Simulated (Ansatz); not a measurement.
Ba3Ca and its elements, a formation energy from the elements

With Ansatz's Python interface.

Run as a notebook:

```python
from collections import Counter

import ansatz as az
import numpy as np
```

```python
params = {
    "xc": "lda",
    "cutoff_ev": 550,
    "kspacing": 0.16,
    "smearing": "fermi_dirac",
    "sigma": 0.05,
}
```

```python
PHASES = {
    "Ba3Ca": (
        [(6.254931, 0.0, 0.0), (0.0, 6.254931, 0.0), (0.0, 0.0, 6.254931)],
        [
            ("Ba", (0.0, 0.5, 0.5)),
            ("Ba", (0.5, 0.0, 0.5)),
            ("Ba", (0.5, 0.5, 0.0)),
            ("Ca", (0.0, 0.0, 0.0)),
        ],
    ),
    "Ba": (
        [(-2.5065, 2.5065, 2.5065), (2.5065, -2.5065, 2.5065), (2.5065, 2.5065, -2.5065)],
        [
            ("Ba", (0.0, 0.0, 0.0)),
        ],
    ),
    "Ca": (
        [(0.0, 2.7942, 2.7942), (2.7942, 0.0, 2.7942), (2.7942, 2.7942, 0.0)],
        [
            ("Ca", (0.0, 0.0, 0.0)),
        ],
    ),
}
```

```python
def build(vectors, sites):
    crystal = az.Crystal(lattice=az.Lattice.of(vectors))
    for symbol, position in sites:
        crystal = crystal.atom(symbol, position)
    return crystal
```

```python
def ground_state(name, crystal):
    calc = (
        crystal.calculation()
        .functional(params["xc"])
        .basis(params["cutoff_ev"])
        .kpoints(spacing=params["kspacing"])
        .occupations(params["smearing"], width=params["sigma"])
        .stress()
    )
    calc = calc.relax(force_tolerance=0.03, max_steps=40, fix_cell=["shape"])
    return calc.run()
```

```python
def counts(outcome):
    return Counter(site.symbol for site in outcome.lattice.sites)
```

```python
def formation_energy(outcome, mu):
    n = counts(outcome)
    return (outcome.report["energy_sigma0_ev"] - sum(k * mu[element] for element, k in n.items())) / sum(n.values())
```

```python
def volume_per_atom(outcome):
    return abs(np.linalg.det(outcome.lattice.cell_ang)) / len(outcome.lattice.sites)
```

```python
phases = {name: build(*cell) for name, cell in PHASES.items()}
```

```python
done = {name: ground_state(name, crystal) for name, crystal in phases.items()}
```

```python
references = {"Ba": "Ba", "Ca": "Ca"}
mu = {element: done[name].report["energy_sigma0_ev"] / len(done[name].lattice.sites) for element, name in references.items()}
```

```python
target = done["Ba3Ca"]
heat = formation_energy(target, mu)
n = counts(target)
print("cell content:", dict(n), " volume", round(volume_per_atom(target), 3), "A^3/atom")
print("formation energy", round(heat, 4), "eV/atom,", round(heat * sum(n.values()), 4), "eV per cell")
print("bound against the elements" if heat < 0 else "unbound against the elements")
```

    cell content: {<Element.BA: 'Ba'>: 3, <Element.CA: 'Ca'>: 1}  volume 49.606 A^3/atom
    formation energy 0.0383 eV/atom, 0.1533 eV per cell
    unbound against the elements

Atoms and volume are relaxed with the cell's shape held, which in cells of lower than cubic symmetry can hide stresses and shift volumes. The cells come from databases of deposited and of computed structures, and not all need be stable phases. The compound is the structure given, not necessarily its lowest; energies are at zero temperature, with no correction for gases. A semilocal functional's error on such energies is often 0.05 to 0.1 eV an atom, and 0.1 to 0.3 eV against gases such as O2 or F2. Timing: 64 s on 1 thread of Arm Neoverse V1, with other jobs on the host, peak memory 0.59 GiB.
